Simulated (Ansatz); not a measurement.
# CH₆SSi₂: basis-set convergence

The task here is to estimate one member of a computed series from the others.

Method: one geometry, several basis sets; program: Ansatz 0.2.0, Gaussian basis.

Levels to be run: PBE0-D4/def2-SVP; ωB97M-V/def2-SVP; PBE0-D4/def2-QZVPP; ωB97M-V/def2-QZVPP; the functionals' def2-TZVPP values are taken from earlier runs.

### The relaxed structure

The geometry comes from an earlier relaxation with PBE0-D4 in a triple-zeta def2 set; it is a stationary point, not always the lowest conformer.

SMILES `C1[SiH2][SiH2]S1`, 10 atoms, charge 0, spin multiplicity 1.

Atoms are counted from 1 here; the program's logs count them from 0.

Bond lengths: C1–Si2 1.899 Å, C1–S4 1.842 Å, C1–H5 1.091 Å, C1–H6 1.091 Å, Si2–Si3 2.320 Å, Si2–H7 1.487 Å, Si2–H8 1.490 Å, Si3–S4 2.160 Å, Si3–H9 1.490 Å, Si3–H10 1.487 Å. Angles: Si2–C1–S4 100.0°, Si2–C1–H5 113.5°, Si2–C1–H6 115.1°, S4–C1–H5 109.8°, S4–C1–H6 109.3°, H5–C1–H6 108.8°, C1–Si2–Si3 84.4°, C1–Si2–H7 110.3°, C1–Si2–H8 116.0°, Si3–Si2–H7 111.7°, Si3–Si2–H8 123.6°, H7–Si2–H8 108.7°, Si2–Si3–S4 79.4°, Si2–Si3–H9 118.5°, Si2–Si3–H10 121.5°, S4–Si3–H9 113.8°, S4–Si3–H10 113.2°, H9–Si3–H10 107.8° and more.

The first run:

File in.yaml:

```yaml
crystal:
  periodic: [false, false, false]
  atoms:
    - {symbol: C, position_ang: [-0.576707, 1.262134, 0.093251]}
    - {symbol: Si, position_ang: [-0.831310, -0.520086, -0.510280]}
    - {symbol: Si, position_ang: [1.324299, -0.855283, 0.279612]}
    - {symbol: S, position_ang: [0.830541, 1.008261, 1.253902]}
    - {symbol: H, position_ang: [-0.282671, 1.951333, -0.699479]}
    - {symbol: H, position_ang: [-1.419630, 1.691401, 0.636377]}
    - {symbol: H, position_ang: [-1.839852, -1.211985, 0.336059]}
    - {symbol: H, position_ang: [-1.218813, -0.677177, -1.940562]}
    - {symbol: H, position_ang: [2.458209, -0.749715, -0.680601]}
    - {symbol: H, position_ang: [1.639035, -1.950183, 1.234624]}
basis:
  gaussian: {orbitals: def2-SVP}
hamiltonian: {xc: pbe0, dispersion: d4}
output: {orbitals: {seedname: orbitals}}
```

Started as:

```
> ansatz run in.yaml --threads 2 --pin off --events-out ev --progress --plain --max-ram 4352MiB
```

Steps of the session up to this table: PBE0-D4 in def2-SVP; ωB97M-V in def2-SVP; PBE0-D4 in def2-QZVPP; ωB97M-V in def2-QZVPP.

One of the session's tables, all rows but one given; the rest of the session is left out.

It belongs to the step «Density functionals: the series». 

```
functional       basis  HOMO (eV)
   PBE0-D4    def2-SVP      -6.80
   PBE0-D4  def2-TZVPP      -6.88
   PBE0-D4  def2-QZVPP      -6.90
   ωB97M-V    def2-SVP          ?
   ωB97M-V  def2-TZVPP      -9.01
   ωB97M-V  def2-QZVPP      -9.03
```

Q: Estimate the row for ωB97M-V, def2-SVP from the others.

As computed: HOMO (eV): -8.90. In the column «HOMO (eV)» it lies between ωB97M-V, def2-TZVPP (-9.01) and PBE0-D4, def2-QZVPP (-6.90).
